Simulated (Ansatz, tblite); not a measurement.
# The cluster In₃H₇O₈: rung by rung

How do method and basis change the picture of the cluster In₃H₇O₈ (singlet)?

Program: Ansatz 0.2.0, Gaussian basis. Level of theory: as each input shows. These are calculated values, not measurements.

Plan: GFN1-xTB, GFN2-xTB, PBE-D4/def2-TZVP, r2SCAN-D4/def2-TZVP, B97M-V/def2-TZVP, BLYP-D4/def2-TZVP, PBE-D4/def2-SVP, PBE0-D4/def2-SVP, MP2/def2-SVP.

7 further runs of the same task are left out: 5 that didn't finish, 2 set aside as unsound or not needed. Runs told in other sessions of the task aren't counted.

## (1) The geometry

The singlet was relaxed beforehand with PBE-D4/def2-SVP.

18 atoms, charge 0, spin multiplicity 1.

Bond lengths: In1–O7 2.258 Å, In1–O8 2.225 Å, In1–O9 2.188 Å, In1–O10 2.022 Å, In1–O11 2.244 Å, In2–O5 2.012 Å, In2–O6 2.165 Å, In2–O9 2.089 Å, In2–O11 2.158 Å, In3–O4 2.016 Å, In3–O6 2.323 Å, In3–O7 2.225 Å, In3–O8 2.262 Å, In3–O9 2.148 Å, O4–H12 0.978 Å, O5–H13 0.978 Å, O6–H14 0.983 Å, O7–H15 0.978 Å and more. Angles: O7–In1–O8 77.4°, O7–In1–O9 74.3°, O7–In1–O10 109.6°, O7–In1–O11 147.5°, O8–In1–O9 86.3°, O8–In1–O10 132.4°, O8–In1–O11 81.9°, O9–In1–O10 141.3°, O9–In1–O11 79.6°, O10–In1–O11 102.9°, O5–In2–O6 118.8°, O5–In2–O9 138.9°, O5–In2–O11 113.4°, O6–In2–O9 84.6°, O6–In2–O11 111.5°, O9–In2–O11 83.8°, O4–In3–O6 105.4°, O4–In3–O7 109.3° and more.

In takes a core potential in the def2 sets. No spin-orbit coupling is included.

PBE0-D4/def2-TZVP was run before; its log isn't repeated, and its numbers join the tables.

## (2) GFN1-xTB

Tight binding, by tblite at 300 K electronic temperature and without a spin-polarisation term:

```python
tblite.interface.Calculator('GFN1-xTB', numbers, positions, charge=0, uhf=0).singlepoint()
```

Energy -1251.2398 eV, HOMO -11.32 eV, LUMO -7.82 eV; 0.014 s.

## (3) GFN2-xTB

Tight binding, by tblite at 300 K electronic temperature and without a spin-polarisation term:

```python
tblite.interface.Calculator('GFN2-xTB', numbers, positions, charge=0, uhf=0).singlepoint()
```

Energy -1085.6194 eV, HOMO -12.35 eV, LUMO -9.84 eV; 0.012 s.

## (4) PBE-D4/def2-TZVP

start.molden holds the orbitals of an earlier run on this state, given as this run's starting guess.

in.yaml

```yaml
crystal:
  periodic: [false, false, false]
  atoms:
    - {symbol: In, position_ang: [1.103664, 0.282287, 1.272022]}
    - {symbol: In, position_ang: [-0.082480, 1.453048, -1.506861]}
    - {symbol: In, position_ang: [-1.446066, -0.902529, 0.302319]}
    - {symbol: O, position_ang: [-3.014347, -2.168616, 0.323339]}
    - {symbol: O, position_ang: [-0.125420, 2.910095, -2.893481]}
    - {symbol: O, position_ang: [-1.065803, -0.426878, -1.939543]}
    - {symbol: O, position_ang: [-0.580126, -0.769411, 2.347867]}
    - {symbol: O, position_ang: [0.715880, -1.475557, -0.035201]}
    - {symbol: O, position_ang: [-0.741306, 1.121674, 0.447432]}
    - {symbol: O, position_ang: [2.583935, 0.707269, 2.581547]}
    - {symbol: O, position_ang: [1.873902, 1.142506, -0.651646]}
    - {symbol: H, position_ang: [-3.310650, -2.273584, -0.602836]}
    - {symbol: H, position_ang: [-0.801338, 2.670859, -3.558544]}
    - {symbol: H, position_ang: [-0.342752, -1.075295, -2.089960]}
    - {symbol: H, position_ang: [-0.356360, -1.638621, 2.735114]}
    - {symbol: H, position_ang: [0.971288, -2.306921, 0.410948]}
    - {symbol: H, position_ang: [2.163567, 0.823312, 3.457170]}
    - {symbol: H, position_ang: [2.454410, 1.926362, -0.599699]}
basis:
  gaussian: {orbitals: def2-TZVP, initial_orbitals: start.molden}
hamiltonian: {xc: pbe, dispersion: d4}
scf: {omitted_lower_state_checks: [starts]}
output: {orbitals: {seedname: orbitals}}
```

Run with:

```sh
ansatz run in.yaml --threads 4 --pin off --events-out ev --progress --plain --max-ram 6963MiB
```

What it wrote:

```text
Functional definition: PBE
  name "PBE"
  cite "Perdew, Burke & Ernzerhof, Phys. Rev. Lett. 77, 3865 (1996) doi:10.1103/PhysRevLett.77.3865"
  parent pbe
  parameter kappa = 0.804
  parameter beta = 0.06672455060314922
  exchange = pbe_x(kappa = kappa, mu = beta*pi^2/3)
  correlation = pbe_c(beta = beta)
these checks for a lower state are left out or cut short: starts
2680 factors; their error is unknown
mean field evaluation 1: about -32008.7867 eV, gradient 1.6e1 eV
mean field evaluation 2: about -32009.2219 eV, gradient 4.5e-1 eV
mean field evaluation 4: about -32009.1958 eV, gradient 4.9e-1 eV
mean field evaluation 8: about -32009.1960 eV, gradient 2.1e-5 eV
mean field -32009.19603662 eV, -1176.3162577335 hartree, gradient 2.1e-5 eV, S^2 0.000000; 0 other end points of the search recorded, 0 dependent functions left out
reference -32009.19614782 eV, -1176.3162618200 hartree; 67, 67 occupied and 373, 373 virtual orbitals, 2680 factors
Total energy: -32009.81977158 eV, -1176.3391795703 hartree
Checks for a lower state left out: starts
```

Run time: 11 s. Hardware: 4 threads of Arm Neoverse V2, shared host; peak memory 1.2 GiB.

HOMO -6.72 eV, LUMO -3.31 eV.

## (5) r2SCAN-D4/def2-TZVP

Changes to in.yaml since step 4:

```diff
@@ -23,3 +23,3 @@
   gaussian: {orbitals: def2-TZVP, initial_orbitals: start.molden}
-hamiltonian: {xc: pbe, dispersion: d4}
+hamiltonian: {xc: r2scan, dispersion: d4}
 scf: {omitted_lower_state_checks: [starts]}
```

Same command.

What it wrote:

```text
Functional definition: r2SCAN
  name "r2SCAN"
  cite "Furness, Kaplan, Ning, Perdew & Sun, J. Phys. Chem. Lett. 11, 8208 (2020) doi:10.1021/acs.jpclett.0c02405"
  cite "Furness, Kaplan, Ning, Perdew & Sun, J. Phys. Chem. Lett. 11, 9248 (2020) doi:10.1021/acs.jpclett.0c03077"
  parent r2scan
  parameter k0 = 0.174
  parameter k1 = 0.065
  parameter a1 = 4.9479
  exchange = r2scan_x(k0 = k0, k1 = k1, a1 = a1)
  correlation = r2scan_c
these checks for a lower state are left out or cut short: starts
2680 factors; their error is unknown
mean field evaluation 1: about -32024.3500 eV, gradient 8.5e0 eV
mean field evaluation 2: about -32024.4577 eV, gradient 1.4e-1 eV
mean field evaluation 4: about -32024.4384 eV, gradient 5.8e-4 eV
mean field -32024.43841045 eV, -1176.8764046400 hartree, gradient 1.8e-5 eV, S^2 0.000000; 0 other end points of the search recorded, 0 dependent functions left out
reference -32024.43845162 eV, -1176.8764061532 hartree; 67, 67 occupied and 373, 373 virtual orbitals, 2680 factors
Total energy: -32024.59777416 eV, -1176.8822611485 hartree
Checks for a lower state left out: starts
```

Run time: 22 s. Hardware: 4 threads of Arm Neoverse V2, shared host; peak memory 1.3 GiB.

From the report: HOMO -7.08 eV, LUMO -3.09 eV.

## (6) B97M-V/def2-TZVP

Changes to in.yaml since step 5:

```diff
@@ -23,3 +23,3 @@
   gaussian: {orbitals: def2-TZVP, initial_orbitals: start.molden}
-hamiltonian: {xc: r2scan, dispersion: d4}
+hamiltonian: {xc: {name: B97M-V}}
 scf: {omitted_lower_state_checks: [starts]}
```

Same command.

What it wrote, shortened:

```text
Functional definition: B97M-V
  name "B97M-V"
  cite "Mardirossian & Head-Gordon, J. Chem. Phys. 142, 074111 (2015) doi:10.1063/1.4907719"
  cite "Becke, J. Chem. Phys. 107, 8554 (1997) doi:10.1063/1.475007"
  cite "Vydrov & Van Voorhis, J. Chem. Phys. 133, 244103 (2010) doi:10.1063/1.3521275"
  # Of w^i u^j: cxij and so on, Table III.
[...]
  gx(w, u) = cx00 + cx01*u + cx02*u^2 + (cx10 + cx11*u)*w
  gss(w, u) = css00 + css02*u^2 + css10*w + (css32*w^3 + css42*w^4)*u^2
  gos(w, u) = cos00 + cos01*u + cos03*u^3 + cos10*w + cos32*w^3*u^2
[...]
      + integral(e_c_pw_mod_opposite_spin*gos(b97_w_opposite, b97_u_opposite)) + vv10(b, c)
[...]
2680 factors; their error is unknown
[...]
mean field -32021.35133392 eV, -1176.7629566699 hartree, gradient 1.4e-5 eV, S^2 0.000000; 0 other end points of the search recorded, 0 dependent functions left out
reference -32021.35149808 eV, -1176.7629627027 hartree; 67, 67 occupied and 373, 373 virtual orbitals, 2680 factors
Total energy: -32021.35149808 eV, -1176.7629627027 hartree
Checks for a lower state left out: starts
```

Wall time 39 s (4 threads of Arm Neoverse V2, shared host); peak memory 1.4 GiB.

From the report: HOMO -7.15 eV, LUMO -3.25 eV.

## (7) BLYP-D4/def2-TZVP

Changes to in.yaml since step 6:

```diff
@@ -23,3 +23,3 @@
   gaussian: {orbitals: def2-TZVP, initial_orbitals: start.molden}
-hamiltonian: {xc: {name: B97M-V}}
+hamiltonian: {xc: {name: BLYP}, dispersion: d4}
 scf: {omitted_lower_state_checks: [starts]}
```

Launched as before.

What it wrote:

```text
Functional definition: BLYP
  name "BLYP"
  cite "Becke, Phys. Rev. A 38, 3098 (1988) doi:10.1103/PhysRevA.38.3098"
  cite "Lee, Yang & Parr, Phys. Rev. B 37, 785 (1988) doi:10.1103/PhysRevB.37.785"
  parameter beta = 0.0042
  parameter a = 0.04918
  parameter b = 0.132
  parameter c = 0.2533
  parameter d = 0.349
  exchange = b88_x(beta = beta)
  correlation = lyp_c(a = a, b = b, c = c, d = d)
these checks for a lower state are left out or cut short: starts
2680 factors; their error is unknown
mean field evaluation 1: about -32019.2329 eV, gradient 2.4e1 eV
mean field evaluation 2: about -32019.9499 eV, gradient 7.8e-1 eV
mean field evaluation 4: about -32019.9265 eV, gradient 5.0e-1 eV
mean field evaluation 8: about -32019.9268 eV, gradient 2.5e-5 eV
mean field -32019.92676030 eV, -1176.7106045550 hartree, gradient 2.5e-5 eV, S^2 0.000000; 0 other end points of the search recorded, 0 dependent functions left out
reference -32019.92735543 eV, -1176.7106264258 hartree; 67, 67 occupied and 373, 373 virtual orbitals, 2680 factors
Total energy: -32021.20632188 eV, -1176.7576275760 hartree
Checks for a lower state left out: starts
```

Run time: 12 s. Hardware: 4 threads of Arm Neoverse V2, shared host; peak memory 1.2 GiB.

Report: HOMO -6.63 eV, LUMO -3.29 eV.

## (8) PBE-D4/def2-SVP

Changes to in.yaml since step 7:

```diff
@@ -22,4 +22,4 @@
 basis:
-  gaussian: {orbitals: def2-TZVP, initial_orbitals: start.molden}
-hamiltonian: {xc: {name: BLYP}, dispersion: d4}
+  gaussian: {orbitals: def2-SVP, initial_orbitals: start.molden}
+hamiltonian: {xc: pbe, dispersion: d4}
 scf: {omitted_lower_state_checks: [starts]}
```

Launched as before.

What it wrote:

```text
Functional definition: PBE
  name "PBE"
  cite "Perdew, Burke & Ernzerhof, Phys. Rev. Lett. 77, 3865 (1996) doi:10.1103/PhysRevLett.77.3865"
  parent pbe
  parameter kappa = 0.804
  parameter beta = 0.06672455060314922
  exchange = pbe_x(kappa = kappa, mu = beta*pi^2/3)
  correlation = pbe_c(beta = beta)
these checks for a lower state are left out or cut short: starts
2498 factors; their error is unknown
mean field evaluation 1: about -31986.5242 eV, gradient 4.7e1 eV
mean field evaluation 2: about -31987.9119 eV, gradient 1.7e0 eV
mean field evaluation 4: about -31987.8777 eV, gradient 1.1e-1 eV
mean field -31987.87771336 eV, -1175.5328238037 hartree, gradient 4.3e-5 eV, S^2 0.000000; 0 other end points of the search recorded, 0 dependent functions left out
reference -31987.87779352 eV, -1175.5328267494 hartree; 67, 67 occupied and 158, 158 virtual orbitals, 2498 factors
Total energy: -31988.50141727 eV, -1175.5557444998 hartree
Checks for a lower state left out: starts
```

It took 4.1 s on 4 threads of Arm Neoverse V2, shared host.

Report: HOMO -6.40 eV, LUMO -3.03 eV.

## (9) PBE0-D4/def2-SVP

Changes to in.yaml since step 8:

```diff
@@ -23,3 +23,3 @@
   gaussian: {orbitals: def2-SVP, initial_orbitals: start.molden}
-hamiltonian: {xc: pbe, dispersion: d4}
+hamiltonian: {xc: pbe0, dispersion: d4}
 scf: {omitted_lower_state_checks: [starts]}
```

Same command.

What it wrote:

```text
Functional definition: PBE0
  name "PBE0"
  cite "Adamo & Barone, J. Chem. Phys. 110, 6158 (1999) doi:10.1063/1.478522"
  cite "Perdew, Burke & Ernzerhof, Phys. Rev. Lett. 77, 3865 (1996) doi:10.1103/PhysRevLett.77.3865"
  parent pbe
  parameter a = 0.25
  parameter kappa = 0.804
  parameter beta = 0.06672455060314922
  exchange = (1 - a)*pbe_x(kappa = kappa, mu = beta*pi^2/3) + a*exact_x
  correlation = pbe_c(beta = beta)
these checks for a lower state are left out or cut short: starts
2410 factors; integrals over basis functions are off by at most 9.0e-4 eV
mean field evaluation 1: about -31985.9390 eV, gradient 4.6e1 eV
mean field evaluation 2: about -31986.8092 eV, gradient 1.0e0 eV
mean field evaluation 4: about -31987.1708 eV, gradient 4.5e-3 eV
mean field -31987.17080527 eV, -1175.5068454105 hartree, gradient 4.7e-5 eV, S^2 0.000000; 0 other end points of the search recorded, 0 dependent functions left out
reference -31987.17086542 eV, -1175.5068476210 hartree; 67, 67 occupied and 158, 158 virtual orbitals, 2410 factors
Total energy: -31987.71326082 eV, -1175.5267802845 hartree
Checks for a lower state left out: starts
```

Wall time 8 s (4 threads of Arm Neoverse V2, shared host); peak memory 0.91 GiB.

Report: HOMO -8.15 eV, LUMO -2.21 eV.

## (10) MP2/def2-SVP

Changes to in.yaml since step 9:

```diff
@@ -23,3 +23,3 @@
   gaussian: {orbitals: def2-SVP, initial_orbitals: start.molden}
-hamiltonian: {xc: pbe0, dispersion: d4}
+correlation: {method: mp2}
 scf: {omitted_lower_state_checks: [starts]}
```

Same command.

What it wrote:

```text
Functional definition: HF
  name "HF"
  cite "Fock, Z. Phys. 61, 126 (1930) doi:10.1007/BF01340294"
  parent pbe
  exchange = exact_x
  correlation = 0
these checks for a lower state are left out or cut short: starts
2410 factors; integrals over basis functions are off by at most 9.0e-4 eV
mean field evaluation 1: about -31842.2936 eV, gradient 5.5e1 eV
mean field evaluation 2: about -31845.2354 eV, gradient 3.3e0 eV
mean field evaluation 4: about -31845.8869 eV, gradient 1.8e0 eV
mean field evaluation 8: about -31845.8942 eV, gradient 2.9e-4 eV
mean field -31845.89420017 eV, -1170.3150259340 hartree, gradient 3.7e-6 eV, S^2 0.000000; 0 other end points of the search recorded, 0 dependent functions left out
20 core orbitals not correlated: weight in the atoms' cores, before any rotation towards them, 1.000 or more for the frozen orbitals, at most 0.000 for the correlated occupied ones
reference -31845.89420017 eV, -1170.3150259340 hartree; 47, 47 occupied and 158, 158 virtual orbitals, 2410 factors
second order -49.82565235 eV of doubles, -0.00000000 eV of singles
Total energy: -31895.71985253 eV, -1172.1460848850 hartree
Checks for a lower state left out: starts
```

Wall time 8.5 s (4 threads of Arm Neoverse V2, shared host); peak memory 0.87 GiB.

From the report: Hartree-Fock HOMO -12.39 eV, LUMO 1.14 eV.

## (11) Comparison

```tsv
level	functions	HOMO (eV)	LUMO (eV)	gap (eV)	time
PBE-D4/def2-SVP	225	-6.40	-3.03	3.37	4.1 s
PBE-D4/def2-TZVP	440	-6.72	-3.31	3.41	11 s
BLYP-D4/def2-TZVP	440	-6.63	-3.29	3.35	12 s
r2SCAN-D4/def2-TZVP	440	-7.08	-3.09	3.99	22 s
B97M-V/def2-TZVP	440	-7.15	-3.25	3.91	39 s
PBE0-D4/def2-SVP	225	-8.15	-2.21	5.95	8 s
PBE0-D4/def2-TZVP	440	-8.38	-2.46	5.92	44 s
```

The pieces so far (eV):

```tsv
basis	HF	MP2 correlation	total
def2-SVP	-31845.8942	-49.8257	-31895.7199 (MP2)
```

## (12) Binding energy

Free atoms were run apart at each level; binding is atoms less cluster, divided by the number of atoms, without zero-point or spin-orbit terms.

```tsv
level	binding an atom (eV)
HF/def2-SVP	2.177
PBE-D4/def2-SVP	3.646
PBE-D4/def2-TZVP	3.647
BLYP-D4/def2-TZVP	3.554
r2SCAN-D4/def2-TZVP	3.582
B97M-V/def2-TZVP	3.555
PBE0-D4/def2-SVP	3.473
PBE0-D4/def2-TZVP	3.482
MP2/def2-SVP	3.494
```

## (13) Summary of results

```
                                                 quantity                                 value
gap in def2-TZVP, named functionals, smallest and largest  3.35 eV (BLYP-D4), 5.92 eV (PBE0-D4)
                         correlation energy, MP2/def2-SVP                             -49.83 eV
                binding an atom, functionals in def2-TZVP    3.48 (PBE0-D4) to 3.65 eV (PBE-D4)
          PBE0 total energy, smallest basis above largest        21.08 eV (def2-SVP, def2-TZVP)
```

Over the named functionals in def2-TZVP the gap runs from 3.35 eV (BLYP-D4) to 5.92 eV (PBE0-D4); exact exchange widens it.

The slowest run with a step of its own, B97M-V/def2-TZVP, took 39 s; the quickest functional in def2-TZVP took 11 s (shared host).
